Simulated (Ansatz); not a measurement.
Write a Python script for Ansatz's Python interface that makes the spin response to a magnetic field of Al2Au, space group Fm-3m. Use (first run): PBE, norm-conserving potentials, the default cutoff (1034 eV here), 8×8×8 k-points, Methfessel-Paxton smearing of 0.02 eV, collinear spin, D3BJ dispersion.

```
Al Au
1.0
     0.00000    3.00000    3.00000
     3.00000    0.00000    3.00000
     3.00000    3.00000    0.00000
Al Au
2 1
Direct
  0.25000 0.25000 0.25000
  0.75000 0.75000 0.75000
  0.00000 0.00000 0.00000
```

`al2au_zeeman.py`:
```python
import ansatz as az
import numpy as np
import pandas as pd


def main() -> None:
    structure = (
        az.Lattice.of((0.0, 3.0, 3.0), (3.0, 0.0, 3.0), (3.0, 3.0, 0.0))
        .atom("Al", (0.25, 0.25, 0.25))
        .atom("Al", (0.75, 0.75, 0.75))
        .atom("Au", (0.0, 0.0, 0.0))
    )

    calculation = (
        structure.calculation()
        .functional("PBE", dispersion="D3(BJ)")
        .pseudopotentials("nc")
        .kpoints(8, shift=0.5)
        .occupations(az.OccupationsMethod.METHFESSEL_PAXTON, width=20 * az.meV)
        .mixing("msr1", beta=0.3)
        .scf(tolerance=1e-07)
        .spin("collinear")
    )
    rows = []
    for tesla in [0, 250, 500]:
        r = (calculation.magnetic_field(tesla) if tesla else calculation).run(threads=1).report
        rows.append((tesla, r["magnetization_mub"], r["free_energy_ev"], r["components"].get("e_zeeman", 0.0)))
    print(pd.DataFrame(rows, columns=["B (T)", "moment muB", "F eV", "Zeeman term eV"]).round(4).to_string(index=False))
    slope = np.polyfit([row[0] for row in rows], [row[1] for row in rows], 1)[0]
    print(f"dM/dB = {1000 * slope:.4f} muB per 1000 T per cell")


if __name__ == "__main__":
    main()
```

```console
$ python al2au_zeeman.py
DeckWarning: basis.ecutwfc = 1034.032677 eV, auto-derived from the records' recommended cutoffs: set by Au (normal level)
DeckWarning: crystal.symmetry: narrowed to the stabiliser of the k-point mesh — unitary ops 48 → 12; excluded 36 operations that carry a point of the 8×8×8 mesh (shift [0.5, 0.5, 0.5]) off the mesh (the run samples exactly the mesh kpoints.mp_grid names, as under crystal.symmetry.detect: false, and its converged state [...]
RunWarning: this spin-polarised run has no starting moment large enough to seed its density, so its SCF can try parallel moments of its own, which can die out, and starts no order whose moments cancel. Behind that start scf.lower_state_search: light tries no other order and makes no probe for moments, and off searches [...]
 B (T)  moment muB       F eV  Zeeman term eV
     0      0.0000 -4364.7052          0.0000
   250      0.0146 -4364.7053         -0.0002
   500      0.0162 -4364.7055         -0.0005
dM/dB = 0.0323 muB per 1000 T per cell
```
(Warnings from the package without file and line, shortened.)

What to keep in mind:
- The settings weren't tested for convergence.
- Dispersion corrections can be off by several per cent in the lattices of metals, and by several GPa in the pressure at a fixed cell.
- For a metal this k-point mesh is coarse: on a finer one energies can move by several to tens of meV an atom and pressures by half a GPa or more, differences at one mesh by less.
- Spin-orbit coupling, which matters for elements this heavy, is left out.
- The starting cell is as deposited in a crystallographic database; the results hold for this polymorph, which needn't be the stable one.
- Orbital magnetism is left out. The response of a metal hangs strongly on mesh and smearing, and a straight-line fit holds only where the moment is linear in the field.
- Run time: 88 s on 1 thread of Arm Neoverse V1, on a shared host, peak memory 0.63 GiB.

(Lines on the test bed's own set-up are left out of the output.)
